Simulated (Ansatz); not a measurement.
# Br3HOSi: the cost of one run

The runs use Ansatz 0.2.0, Gaussian basis; the settings change from run to run.

**1. The geometry**

The geometry comes from an earlier relaxation with PBE0-D4 in a triple-zeta def2 set; it is a stationary point.

SMILES `O[Si](Br)(Br)Br`, 6 atoms, charge 0, spin multiplicity 1.

Atoms are counted from 1 here; the program's logs count them from 0.

Bond lengths: O1–Si2 1.620 Å, O1–H6 0.960 Å, Si2–Br3 2.202 Å, Si2–Br4 2.202 Å, Si2–Br5 2.185 Å. Angles: Si2–O1–H6 117.9°, O1–Si2–Br3 111.0°, O1–Si2–Br4 111.0°, O1–Si2–Br5 106.3°, Br3–Si2–Br4 108.0°, Br3–Si2–Br5 110.3°, Br4–Si2–Br5 110.3°.

Geometry (Å):

```csv
atom,x (Å),y (Å),z (Å)
O1,-0.8451,0.3979,0.9931
Si2,0.1726,0.0694,-0.2236
Br3,1.9868,-0.9358,0.5160
Br4,-0.7779,-1.2465,-1.7115
Br5,0.6868,1.9901,-1.1294
H6,-1.1812,-0.3392,1.5091
```

**2. HF/def2-TZVPD**

This run has high accuracy, the search for lower states set to full.

Input file in.yaml:

```yaml
crystal:
  periodic: [false, false, false]
  atoms:
    - {symbol: O, position_ang: [-0.845092, 0.397926, 0.993150]}
    - {symbol: Si, position_ang: [0.172582, 0.069432, -0.223580]}
    - {symbol: Br, position_ang: [1.986817, -0.935834, 0.516043]}
    - {symbol: Br, position_ang: [-0.777897, -1.246547, -1.711538]}
    - {symbol: Br, position_ang: [0.686842, 1.990148, -1.129351]}
    - {symbol: H, position_ang: [-1.181151, -0.339226, 1.509075]}
basis:
  gaussian: {orbitals: def2-TZVPD}
hamiltonian: {xc: {name: HF}}
accuracy: high
scf: {lower_state_search: full}
output: {forces: true}
```

Run with:

```
$ ansatz run in.yaml --threads 4 --pin off --events-out ev --progress --plain --max-ram 11315MiB
```

Q: Estimate wall time and peak memory on 4 threads of Arm Neoverse V2, shared host.

About 27 s, with a peak of 2.1 GiB.
